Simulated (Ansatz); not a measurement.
# In2S: the cost of one run

Program: Ansatz 0.2.0. Level of theory: DFT PBE, scalar-relativistic, plane waves, PAW, unless a step names another level. These are calculated values, not measurements.

9 further runs of the same task are left out: 1 that didn't finish, 8 set aside as unsound or not needed.

### Step 1. What the formula suggests

Pauling electronegativities: In 1.78, S 2.58 (spread 0.80). The formula balances with common oxidation states: In +1, S -2. Tabulated atomic sizes suggest about 24 Å³/atom. 36 candidates were drawn, by swapping species into database cells of other compounds, at random by space group and Wyckoff sites, or by hand, as the table says:

| name | made from | space group no. | Wyckoff sites | atoms (primitive cell) | V (Å³/atom) |
| --- | --- | --- | --- | --- | --- |
| c01 | database cell of YbAg2 | 139 | In 4e; S 2a | 3 | 25.3 |
| c02 | random | 123 | In 2g; S 1a | 3 | 30.5 |
| c03 | random | 187 | In 2g; S 1e | 3 | 28.0 |
| c04 | database cell of VSe2 | 164 | In 2d; S 1a | 3 | 22.8 |
| c05 | database cell of MoPt2 | 71 | In 4i; S 2a | 3 | 22.0 |
| c06 | random | 216 | In 16e; S 4d, 4c | 6 | 30.1 |
| c07 | random | 38 | In 2a, 2a; S 2b | 3 | 26.8 |
| c08 | random | 191 | In 2c; S 1b | 3 | 29.8 |
| c09 | database cell of Tl2Pd | 140 | In 8h; S 4a | 6 | 20.3 |
| c10 | random | 119 | In 4f, 2c, 2d; S 4e | 6 | 29.7 |
| c11 | database cell of NaAg2 | 227 | In 16c; S 8b | 6 | 25.2 |
| c12 | database cell of Pr2In | 194 | In 2d, 2a; S 2c | 6 | 26.7 |
| c13 | database cell of CrSb2 | 58 | In 4g; S 2a | 6 | 24.9 |
| c14 | random | 123 | In 2h; S 1a | 3 | 29.8 |
| c15 | random | 99 | In 4d; S 1a, 1a | 6 | 24.0 |
| c16 | random | 136 | In 4f; S 2b | 6 | 23.8 |
| c17 | random | 123 | In 2f; S 1a | 3 | 23.8 |
| c18 | database cell of LiMg2 | 194 | In 4f; S 2c | 6 | 33.2 |
| c19 | database cell of SrGa2 | 191 | In 2d; S 1a | 3 | 28.4 |
| c20 | random | 25 | In 1d, 1a, 1c, 1d; S 1b, 1a | 6 | 30.7 |
| c21 | random | 105 | In 2a, 2c; S 2b | 6 | 30.2 |
| c22 | random | 191 | In 4h; S 2d | 6 | 30.5 |
| c23 | random | 38 | In 4c, 4e; S 2a, 2b | 6 | 30.7 |
| c24 | random | 8 | In 2a, 2a; S 2a | 3 | 27.7 |
| c25 | database cell of Te2Au | 12 | In 4i; S 2a | 3 | 22.4 |
| c26 | random | 160 | In 3a, 3a; S 3a | 3 | 25.6 |
| c27 | database cell of Na2O | 166 | In 6c, 6c; S 6c | 6 | 24.6 |
| c28 | random | 59 | In 4e; S 2a | 6 | 24.0 |
| c29 | random | 43 | In 16b; S 8a | 6 | 23.8 |
| c30 | database cell of Hg2Rh | 123 | In 2e; S 1a | 3 | 22.8 |
| c31 | database cell of In2Pt | 225 | In 8c; S 4a | 3 | 23.9 |
| c32 | database cell of Cu2Se | 216 | In 4c, 4b; S 4a | 3 | 23.0 |
| c33 | random | 187 | In 1a, 1b; S 1f | 3 | 25.8 |
| c34 | random | 65 | In 4j; S 2d | 3 | 28.9 |
| c35 | database cell of KHg2 | 74 | In 8h; S 4e | 6 | 25.2 |
| c36 | random | 129 | In 2c, 2a; S 2c | 6 | 26.0 |

### Step 2. Screening run of c10

File input.yaml:

```yaml
crystal:
  lattice:
    - [-3.22242563, 3.22242563, 4.28795166]
    - [3.22242563, -3.22242563, 4.28795166]
    - [3.22242563, 3.22242563, -4.28795166]
  atoms:
    - { symbol: In, position: [0.02922601, 0.52922601, 0.5] }
    - { symbol: In, position: [0.47077399, 0.97077399, 0.5] }
    - { symbol: In, position: [0.75, 0.25, 0.5] }
    - { symbol: In, position: [0.25, 0.75, 0.5] }
    - { symbol: S, position: [0.20198466, 0.20198466, 0.0] }
    - { symbol: S, position: [0.79801534, 0.79801534, 0.0] }
basis:
  ecutwfc: 420
kpoints:
  mp_grid: { grid: [3, 3, 3] }
hamiltonian:
  xc: pbe
scf:
  occupations: { method: gaussian, width: 0.15 }
  lower_state_search: "off"
output:
  forces: true
  stress: true
  eigenvalues: true
relax:
  adjacent_minimum: "off"
  f_tol: 0.08
  max_steps: 16
  cell: { stress_tol: 0.8 }
```

Launch:

```bash
$ ansatz run input.yaml --threads 1 --pin off --max-ram 2560MiB --backend cpu --events-out ev --progress --plain --runs-dir out
```

What time and memory should one allow on 1 thread of Intel Xeon Platinum 8259CL at 2.50GHz (Skylake/Cascade Lake), shared host?

About 69 s, with a peak of 0.47 GiB.
